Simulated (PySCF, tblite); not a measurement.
# C6H10OSi2: geometry, infrared bands and NMR shifts

Wanted: the infrared bands and NMR shifts of C6H10OSi2 (`O=C1C[C@@H]2C([SiH3])=C([SiH3])[C@H]12`), by calculation.

Programs: tblite 0.8.0 and PySCF 2.14.0, with density-fitted response routines of our own. Each step states its level of theory. These are calculated values for one molecule in the gas phase, unless marked as measured. Atoms are numbered from 0 throughout.

## (1) The molecule as given

19 atoms, charge 0, multiplicity 1; geometry from: force field or distance geometry start.

Bonds of the start (Å): O0–C1 1.20, C1–C2 1.55, C2–C3 1.53, C3–C4 1.53, C4–Si5 1.90, C4–C6 1.35, C6–Si7 1.89, C6–C8 1.51, C8–C1 1.56, C8–C3 1.54, C2–H9 1.09, C2–H10 1.09, C3–H11 1.09, Si5–H12 1.49, Si5–H13 1.49, Si5–H14 1.47, Si7–H15 1.48, Si7–H16 1.48, Si7–H17 1.48, C8–H18 1.10.

## (2) Geometry optimisation with GFN2-xTB

What the job is given:

```
{"job": {"kind": "relax", "xc": "GFN2-xTB", "basis": "xTB"}, "charge": 0, "multiplicity": 1}
O     -1.904300     2.682600     0.046200
C     -0.864400     2.088100     0.070600
C      0.398700     2.066100    -0.821300
C      1.000700     1.034800     0.130800
C      0.648100    -0.422000    -0.151500
Si     1.490000    -1.716400    -1.265000
C     -0.442100    -0.405200     0.640400
Si    -1.782400    -1.643100     1.133700
C     -0.245800     1.038500     1.041300
H      0.193700     1.730600    -1.842000
H      0.911400     3.027000    -0.848700
H      1.950600     1.259400     0.620600
H      2.605800    -2.344700    -0.505900
H      2.034200    -1.041900    -2.472900
H      0.507100    -2.742200    -1.660300
H     -2.783200    -1.762900     0.045600
H     -1.166600    -2.971500     1.370000
H     -2.456200    -1.197200     2.373200
H     -0.105100     1.329300     2.087800
```

The run is started by

```console
> OMP_NUM_THREADS=1 python probes_run.py task.json out
```

The driver reads the jobs from task.json and runs them one after another.

**Question.** This job is followed by: GFN2-xTB harmonic vibrations, gas phase; GIAO PBE0/pcSseg-1 NMR shielding, non-relativistic, gas phase. Predict these results of the whole session: strongest single infrared mode (GFN2-xTB); zero-point energy (GFN2-xTB); ¹³C shifts against TMS (PBE0/pcSseg-1); ¹H shifts against TMS (PBE0/pcSseg-1, means over atoms taken as alike); ¹⁷O shifts against H2O (PBE0/pcSseg-1); ²⁹Si shifts against TMS (PBE0/pcSseg-1); surface potential, 1st and 99th percentile.

**Answer**, as computed:

| quantity | value |
| --- | --- |
| strongest single infrared mode (GFN2-xTB) | 1846 cm⁻¹, 528 km/mol |
| zero-point energy (GFN2-xTB) | 80.4 kcal/mol |
| ¹³C shifts against TMS (PBE0/pcSseg-1) | 210.7, 182.3, 170.9, 78.2, 45.4, 39.6 ppm |
| ¹H shifts against TMS (PBE0/pcSseg-1, means over atoms taken as alike) | 4.29, 4.18, 4.15, 3.36, 2.86, 2.82 ppm |
| ¹⁷O shifts against H2O (PBE0/pcSseg-1) | 671.3 ppm |
| ²⁹Si shifts against TMS (PBE0/pcSseg-1) | -89.2, -90.8 ppm |
| surface potential, 1st and 99th percentile | -1.60 V and 1.15 V |

Relaxing lowered the energy by 0.189 eV in 46 steps; the close pair that moved most is C1–C8, from 1.558 to 1.516 Å. The lowest mode is imaginary (44i cm⁻¹), so the xTB geometry is not a minimum. The strongest single mode, at 1846 cm⁻¹, moves mainly C1 and O0. Unscaled tight-binding wavenumbers are off by several per cent, some by more. Its intensities can rank the bands wrongly. The most deshielded carbon is C1 (ketone carbonyl carbon), at 210.7 ppm: the double bond to the heteroatom, with no lone-pair donor beside it, deshields it most. At PBE0/pcSseg-1: The widest tensor belongs to O0: span 1204 ppm, with a paramagnetic part of -732 ppm. At PBE0/pcSseg-1, counted by nearest atom on the grid, the HOMO lies on O0 38 %; C4 13 %, the LUMO on C4, C6 about 24 % each; C1 12 %.
